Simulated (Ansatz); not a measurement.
# W: a tetragonal deformation path

One table from this session's results is given with a row withheld; the runs are named, their logs left out.

The COD cell was measured well above room temperature, so it is larger than a cold one.

Computed with Ansatz 0.2.0 (DFT r2SCAN, scalar-relativistic, plane waves, PAW, unless a step's input says otherwise).

## The structure to begin with

It takes space group Im-3m (No. 229, cubic). Conventional cell: a = 3.195 Å, b = 3.195 Å, c = 3.195 Å, α = 90.00°, β = 90.00°, γ = 90.00°. Around W (site symmetry m-3m) lie 8 W at 2.77 Å.

Structure file:

```cif
data_structure
_symmetry_space_group_name_H-M 'P 1'
_symmetry_Int_Tables_number 1
_cell_length_a 2.7666
_cell_length_b 2.7666
_cell_length_c 2.7666
_cell_angle_alpha 109.471
_cell_angle_beta 109.471
_cell_angle_gamma 109.471
_cell_volume 16.30
loop_
_atom_site_label
_atom_site_type_symbol
_atom_site_fract_x
_atom_site_fract_y
_atom_site_fract_z
_atom_site_occupancy
W1 W 0.00000 0.00000 0.00000 1
```

The cell is taken as given, not relaxed at this level.

## The reference cell

Reference values: F = -10397.2935 eV; pressure -7.43 GPa; largest force 0.000 eV/Å; gap on the mesh none (metal). It was computed beforehand with the settings of the runs below.

The first run:

At fixed volume and fractional coordinates, lengths along (0.000, 0.000, 1.000) are scaled against those across it; ρ is that ratio over its starting value.

Contents of input.yaml:

```yaml
crystal:
  lattice:
    - [-1.7929988887, 1.7929988887, 1.2676502143]
    - [1.7929988887, -1.7929988887, 1.2676502143]
    - [1.7929988887, 1.7929988887, -1.2676502143]
  atoms:
    - { symbol: W, position: [0.0, 0.0, 0.0] }
basis:
  ecutwfc: 500
kpoints:
  mp_grid: { grid: [24, 24, 24] }
hamiltonian:
  xc: r2scan
scf:
  occupations: { method: gaussian, width: 0.15 }
output:
  forces: true
  stress: true
  eigenvalues: true
```

On the command line:

```bash
$ ansatz run input.yaml --threads 1 --pin off --max-ram 2560MiB --backend cpu --events-out ev --progress --plain --runs-dir out
```

Steps of the session up to this table: Point ρ = 0.707; At ρ = 1.414; ρ = 0.850; Point ρ = 1.200; At ρ = 0.780; At ρ = 1.300; ρ = 0.920; ρ = 1.100; Point ρ = 0.650; At ρ = 1.500; At ρ = 0.960; Point ρ = 1.050.

One table of the session follows, with a row left open; its other results are not shown here.

```
    ρ  ΔE (meV/atom)  pressure (GPa)
0.650         1108.9            20.9
0.707          716.8            10.2
0.780          491.2             1.5
0.850          286.0            -3.2
0.920           81.8            -6.3
0.960           20.0            -7.1
1.000            0.0            -7.4
1.050              ?               ?
1.100           93.8            -6.1
1.200          280.2            -3.6
1.300          457.1            -2.0
1.414          547.6            -1.7
1.500          509.5            -1.6
```

Estimate the missing values for ρ = 1.050.

Worked estimate for «ΔE (meV/atom)». A straight line through the neighbours (1.000, 0.0) and (1.100, 93.8) gives 0.0 + (93.8 − 0.0) × (1.050 − 1.000) / (1.100 − 1.000) = 46.9; a parabola fitted to 4 rows on both sides gives 34.5.

As computed: ΔE (meV/atom): 26.4; pressure (GPa): -7.1. In «ΔE (meV/atom)» the line misses by +20.5 and the parabola by +8.1.
